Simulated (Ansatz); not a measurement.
# C2H7BN radical: how energies converge with the basis set

The task here is to estimate one member of a computed series from the others.

Program: Ansatz 0.2.0, Gaussian basis. Level of theory: one geometry, several basis sets. These are calculated values, not measurements.

The runs, in order: PBE0-D4/def2-SVP; ωB97M-V/def2-SVP; PBE0-D4/def2-QZVPP; ωB97M-V/def2-QZVPP; the functionals' def2-TZVPP values are taken from earlier runs.

## The relaxed structure

All runs share one geometry, relaxed beforehand with PBE0-D4 in a triple-zeta def2 set.

SMILES `B[N]CC`, 11 atoms, charge 0, spin multiplicity 2.

Atoms are counted from 1 here; the program's logs count them from 0.

Bond lengths: B1–N2 1.333 Å, B1–H5 1.204 Å, B1–H6 1.210 Å, N2–C3 1.393 Å, C3–C4 1.521 Å, C3–H7 1.099 Å, C3–H8 1.104 Å, C4–H9 1.092 Å, C4–H10 1.091 Å, C4–H11 1.091 Å. Angles: N2–B1–H5 121.1°, N2–B1–H6 118.7°, H5–B1–H6 120.2°, B1–N2–C3 164.9°, N2–C3–C4 114.2°, N2–C3–H7 109.7°, N2–C3–H8 107.3°, C4–C3–H7 110.5°, C4–C3–H8 109.9°, H7–C3–H8 104.9°, C3–C4–H9 110.3°, C3–C4–H10 110.6°, C3–C4–H11 110.6°, H9–C4–H10 108.4°, H9–C4–H11 108.7°, H10–C4–H11 108.2°.

The first run:

in.yaml

```yaml
crystal:
  periodic: [false, false, false]
  atoms:
    - {symbol: B, position_ang: [-0.550993, 2.050387, 0.161563]}
    - {symbol: N, position_ang: [-0.413007, 0.768958, -0.178647]}
    - {symbol: C, position_ang: [0.060664, -0.456150, -0.642991]}
    - {symbol: C, position_ang: [0.405703, -1.447682, 0.457286]}
    - {symbol: H, position_ang: [-1.575550, 2.458340, 0.643793]}
    - {symbol: H, position_ang: [0.377103, 2.804627, -0.022818]}
    - {symbol: H, position_ang: [-0.667098, -0.893215, -1.341365]}
    - {symbol: H, position_ang: [0.954282, -0.250203, -1.257493]}
    - {symbol: H, position_ang: [0.781058, -2.378254, 0.025948]}
    - {symbol: H, position_ang: [-0.476783, -1.677855, 1.056675]}
    - {symbol: H, position_ang: [1.169921, -1.035950, 1.118550]}
basis:
  gaussian: {orbitals: def2-SVP}
magnetization: {spin_polarized: true, initial_magnetization: 1}
hamiltonian: {xc: pbe0, dispersion: d4}
output: {orbitals: {seedname: orbitals}}
```

Among the steps run: PBE0-D4 in def2-SVP; ωB97M-V in def2-SVP; PBE0-D4 in def2-QZVPP; ωB97M-V in def2-QZVPP.

One of the session's tables, all rows but one given; the rest of the session is left out.

It belongs to the step «Density functionals: the series». 

```
functional       basis  HOMO (eV)  LUMO (eV)
   PBE0-D4    def2-SVP      -6.98      -2.51
   PBE0-D4  def2-TZVPP      -7.04      -2.58
   PBE0-D4  def2-QZVPP      -7.05      -2.60
   ωB97M-V    def2-SVP          ?          ?
   ωB97M-V  def2-TZVPP      -9.16      -0.60
   ωB97M-V  def2-QZVPP      -9.17      -0.63
```

Estimate the missing values for ωB97M-V, def2-SVP.

As computed: HOMO (eV): -9.08; LUMO (eV): -0.47. In the column «HOMO (eV)» it lies between ωB97M-V, def2-TZVPP (-9.16) and PBE0-D4, def2-QZVPP (-7.05).
